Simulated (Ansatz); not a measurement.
**CH₉N₃Si: basis-set convergence**

The task here is to estimate one member of a computed series from the others.

Computed with Ansatz 0.2.0, Gaussian basis. Level: one geometry, several basis sets.

Levels to be run: PBE0-D4/def2-SVP; ωB97M-V/def2-SVP; PBE0-D4/def2-QZVPP; ωB97M-V/def2-QZVPP; the functionals' def2-TZVPP values are taken from earlier runs.

### Structure used throughout

The geometry comes from an earlier relaxation with PBE0-D4 in a triple-zeta def2 set; it is a stationary point, not always the lowest conformer.

14 atoms, charge 0, spin multiplicity 1.

Atoms are counted from 1 here; the program's logs count them from 0.

Bond lengths: N1–C2 1.472 Å, N1–H6 1.014 Å, N1–H7 1.014 Å, C2–Si3 1.883 Å, C2–H8 1.095 Å, C2–H9 1.098 Å, Si3–N4 1.721 Å, Si3–N5 1.714 Å, Si3–H10 1.497 Å, N4–H11 1.008 Å, N4–H12 1.007 Å, N5–H13 1.005 Å, N5–H14 1.006 Å. Angles: C2–N1–H6 109.5°, C2–N1–H7 109.4°, H6–N1–H7 105.8°, N1–C2–Si3 114.3°, N1–C2–H8 108.5°, N1–C2–H9 108.6°, Si3–C2–H8 109.8°, Si3–C2–H9 110.4°, H8–C2–H9 104.8°, C2–Si3–N4 104.8°, C2–Si3–N5 115.8°, C2–Si3–H10 109.6°, N4–Si3–N5 106.0°, N4–Si3–H10 116.8°, N5–Si3–H10 104.3°, Si3–N4–H11 119.4°, Si3–N4–H12 120.2°, H11–N4–H12 110.9° and more.

The first run:

File in.yaml:

```yaml
crystal:
  periodic: [false, false, false]
  atoms:
    - {symbol: N, position_ang: [0.269203, -0.983440, 1.758880]}
    - {symbol: C, position_ang: [0.891540, 0.160405, 1.073536]}
    - {symbol: Si, position_ang: [0.101660, 0.595240, -0.579371]}
    - {symbol: N, position_ang: [0.374475, -0.782601, -1.574550]}
    - {symbol: N, position_ang: [-1.595536, 0.829896, -0.554672]}
    - {symbol: H, position_ang: [0.194737, -1.764108, 1.115428]}
    - {symbol: H, position_ang: [-0.682258, -0.745172, 2.015073]}
    - {symbol: H, position_ang: [0.855065, 1.027274, 1.741818]}
    - {symbol: H, position_ang: [1.961137, -0.048678, 0.944047]}
    - {symbol: H, position_ang: [0.647236, 1.900643, -1.068910]}
    - {symbol: H, position_ang: [-0.069931, -0.836276, -2.477249]}
    - {symbol: H, position_ang: [1.280064, -1.223727, -1.592110]}
    - {symbol: H, position_ang: [-1.999703, 1.745069, -0.458712]}
    - {symbol: H, position_ang: [-2.240489, 0.096378, -0.314606]}
basis:
  gaussian: {orbitals: def2-SVP}
hamiltonian: {xc: pbe0, dispersion: d4}
output: {orbitals: {seedname: orbitals}}
```

On the command line:

```
$ ansatz run in.yaml --threads 4 --pin off --events-out ev --progress --plain --max-ram 10444MiB
```

Steps of the session up to this table: PBE0-D4 in def2-SVP; ωB97M-V in def2-SVP; PBE0-D4 in def2-QZVPP; ωB97M-V in def2-QZVPP.

One table of the session follows, with a row left open; its other results are not shown here.

It belongs to the step «Functionals by basis». 

| functional | basis | HOMO (eV) | LUMO (eV) |
| --- | --- | --- | --- |
| PBE0-D4 | def2-SVP | -5.87 | 1.41 |
| PBE0-D4 | def2-TZVPP | ? | ? |
| PBE0-D4 | def2-QZVPP | -6.22 | 0.28 |
| ωB97M-V | def2-SVP | -8.17 | 3.04 |
| ωB97M-V | def2-TZVPP | -8.47 | 2.07 |
| ωB97M-V | def2-QZVPP | -8.54 | 1.43 |

Estimate the missing values for PBE0-D4, def2-TZVPP.

**Answer.** HOMO (eV): -6.15; LUMO (eV): 0.67. In the column «HOMO (eV)» it lies between PBE0-D4, def2-QZVPP (-6.22) and PBE0-D4, def2-SVP (-5.87).
